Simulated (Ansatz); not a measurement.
## BiTe under changes of volume

One of the cells (33.725 Å³/atom); the others are scaled copies at fixed shape and fractional positions:

```
Bi Te
1.0
     2.42271    1.39875    3.31729
    -2.42271    1.39875    3.31729
     0.00000   -2.79750    3.31729
Bi Te
1 1
Direct
  0.50000 0.50000 0.50000
  0.00000 0.00000 0.00000
```

The cell comes from a database or a generator and needn't be the stable form of this composition.

* Program: Ansatz 0.2.0
* Functional: PBE0
* Potentials or basis: Ansatz PAW
* Cutoff: 420 eV (not typed: the program's choice for these potentials)
* k mesh: 4 × 4 × 4
* Occupations: fermi-dirac, width 0.05 eV
* Spin: no spin polarisation

| volume (Å³/atom) | energy over the lowest point (meV/atom) | pressure (GPa) |
| --- | --- | --- |
| 31.701 | 3.97 | 1.6 |
| 32.376 | 0.00 | 0.3 |
| 33.050 | 1.17 | -0.8 |
| 33.725 | ? | ? |
| 34.399 | 16.67 | -2.8 |
| 35.074 | 30.09 | -3.6 |
| 35.748 | 46.70 | -4.3 |

Problem. What does the run at 33.725 Å³/atom give?

Solution. Energy over the lowest point 6.89 meV/atom; pressure -1.9 GPa.

Worked out: A Birch-Murnaghan fit of order 3 (a polynomial in V^(-2/3)) to the other rows has its minimum at 32.55 Å³/atom with B0 = V·E''(V) = 57 GPa and B' = 4.6 at fixed shape and positions, which overstates the stiffness. It gives 6.89 meV/atom at 33.725 Å³/atom, against the run's 6.89, and -dE/dV = -1.9 GPa, against -1.9.

Energies are extrapolated to zero smearing.

Caveats: all runs use coarse meshes; the PAW data sets come from PBE, with cores solved anew for the run's functional, which leaves a small shift of forces and pressure; the thresholds are loose for stress.
